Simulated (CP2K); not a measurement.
Runs of CP2K 2026.2 on GaGe3. The structure is cubic, space group Pm-3m (No. 221). Conventional cell: a = 4.278 Å, b = 4.278 Å, c = 4.278 Å, α = 90.00°, β = 90.00°, γ = 90.00°. Around Ge (site symmetry 4/mmm) lie 8 Ge at 3.03 Å and 4 Ga at 3.03 Å. Ga (site symmetry m-3m) is surrounded by 12 Ge at 3.03 Å. The cell comes from a database or a generator and needn't be the stable form of this composition.

```csv
level,potentials or basis,smearing,EPS_DEFAULT,NGRIDS,points a segment of the path (NPOINTS),CUTOFF of the grids,gap on the mesh (eV),pressure (GPa)
r2SCAN,"POTENTIAL_UZH Ge GTH-SCAN-q4, Ga GTH-SCAN-q13; TZVP-MOLOPT-SCAN-GTH basis",fermi-dirac 0.05 eV,1.0E-10,5,6,675 Ry,none,-4.0
PBEsol,"POTENTIAL_UZH Ge GTH-PBE-q4, Ga GTH-PBE-q13; TZVP-MOLOPT-PBE-GTH basis",fermi-dirac 0.01 eV,1.0E-9,4,10,450 Ry,none,(a)
PBE,"POTENTIAL_UZH Ge GTH-PBE-q4, Ga GTH-PBE-q13; TZVP-MOLOPT-PBE-GTH basis",fermi-dirac 0.01 eV,1.0E-9,4,6,450 Ry,none,0.8
LDA,"GTH_POTENTIALS Ge GTH-PADE-q4, Ga GTH-PADE-q13; TZVP-MOLOPT-PBE-GTH basis",fermi-dirac 0.1 eV,1.0E-9,5,6,450 Ry,none,-4.8
```

Alike in all rows: task band structure; no spin polarisation; cell as given; k mesh 6 × 6 × 6.

Fill in the values left out.

(a) -1.1.

Caveats: the basis of atomic orbitals isn't converged, which shifts pressures, moduli and gaps; the potentials were made for another functional, which shifts forces and pressure (some runs).

A k mesh can miss the band edges, and the runs leave out spin-orbit coupling on Ga, Ge.

A gap of «none» marks a metal or a gap under the smearing width.

Not every run made on this cell is shown here.
